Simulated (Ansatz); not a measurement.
Here is an Ansatz input file for BrGeH₂, SMILES [GeH2][Br]. Write the same calculation for the Python package.

```yaml
crystal:
  periodic: [false, false, false]
  atoms:
    - { symbol: Ge, position_ang: [0.1023, -0.4547, -0.2591] }
    - { symbol: Br, position_ang: [1.0595, 0.3001, 1.701] }
    - { symbol: H, position_ang: [-1.5077, -0.5397, -0.0648] }
    - { symbol: H, position_ang: [0.4014, 0.6341, -1.3974] }
magnetization:
  spin_polarized: true
  initial_magnetization: 1
basis:
  gaussian:
    orbitals: def2-TZVP
    point_charges: [{ charge: 0.5, position_ang: [0.0, 0.0, 4.2] }]
correlation:
  method: mp2
```

The program run on that file:
```console
$ ansatz run input.yaml --threads 1 --pin off --max-ram 4096MiB --backend cpu --events-out ev --progress --plain --runs-dir out
Engine: ansatz 0.2.0, aarch64-unknown-linux-gnu
Functional definition: HF
  exchange = exact_x
  correlation = 0
754 factors; integrals over basis functions are off by at most 1.1e-3 eV
mean field evaluation 1: about -126503.7962 eV, gradient 1.0e1 eV
mean field evaluation 2: about -126503.7982 eV, gradient 1.0e1 eV
mean field evaluation 4: about -126504.7819 eV, gradient 2.0e0 eV
mean field evaluation 8: about -126504.8323 eV, gradient 3.6e-3 eV
mean field -126504.83227200 eV, -4648.9668379408 hartree, gradient 6.8e-6 eV, S^2 0.755619; 0 other end points of the search recorded, 0 dependent functions left out
18 core orbitals not correlated: weight in the atoms' cores, before any rotation towards them, 1.000 or more for the frozen orbitals, at most 0.000 for the correlated occupied ones
reference -126504.83227200 eV, -4648.9668379408 hartree; 17, 16 occupied and 73, 74 virtual orbitals, 754 factors
second order -13.68861482 eV of doubles, -0.00000000 eV of singles
Total energy: -126518.52088682 eV, -4649.4698852570 hartree
```

`brgeh2.py`
```python
# -*- coding: utf-8 -*-
import ansatz as az


def main():
    deck = {
        "crystal": {
            "periodic": [False, False, False],
            "atoms": [
                {"symbol": "Ge", "position_ang": [0.1023, -0.4547, -0.2591]},
                {"symbol": "Br", "position_ang": [1.0595, 0.3001, 1.701]},
                {"symbol": "H", "position_ang": [-1.5077, -0.5397, -0.0648]},
                {"symbol": "H", "position_ang": [0.4014, 0.6341, -1.3974]},
            ],
        },
        "magnetization": {"spin_polarized": True, "initial_magnetization": 1},
        "basis": {
            "gaussian": {
                "orbitals": "def2-TZVP",
                "point_charges": [{"charge": 0.5, "position_ang": [0.0, 0.0, 4.2]}],
            },
        },
        "correlation": {"method": "mp2"},
    }
    session = az.Session.from_dict(deck)
    data = session.plan(threads=1).execute().report

    print(f"E = {data['free_energy_ev']:.6f} eV = {data['free_energy_ev'] / 27.211386246:.7f} Ha")
    print("converged:", data["converged"], " doubts:", data["published_state_doubts"] or "none")
    symbols = ["Ge", "Br", "H", "H"]
    parts = data["correlation"]
    for name in ("random_phase", "coupled_cluster", "perturbative"):
        if name in parts:
            print(f"{name:16s} {parts[name]['energy']['hartree']:12.7f} Ha")
    if "second_order" in parts:
        pair = parts["second_order"]
        print(f"MP2 same spin {pair['same_spin']['hartree']:.7f} Ha, opposite spin {pair['opposite_spin']['hartree']:.7f} Ha")
    state = data["mean_field"]["state"]
    print(f"mean field: {state['energy']['hartree']:.7f} Ha, <S^2> = {abs(state['spin_squared']):.4f}, stability: {state.get('stability', {}).get('kind')}")


if __name__ == "__main__":
    main()
```

```console
$ python brgeh2.py
E = -126518.520887 eV = -4649.4698853 Ha
converged: True  doubts: none
MP2 same spin -0.1507500 Ha, opposite spin -0.3522973 Ha
mean field: -4648.9668379 Ha, <S^2> = 0.7556, stability: minimum
```

The settings weren't tested for convergence. The geometry is a force-field or estimated start, not a minimum of this method, and the basis set is short of its limit. The species is open-shell (spin multiplicity 2). Finished in 3.1 s on 1 thread of Arm Neoverse V1 (shared host), peak memory 0.29 GiB.

(A comment or docstring line of the script was reworded after the run, the code is as it ran; lines on the test bed's own set-up are left out of the output.)
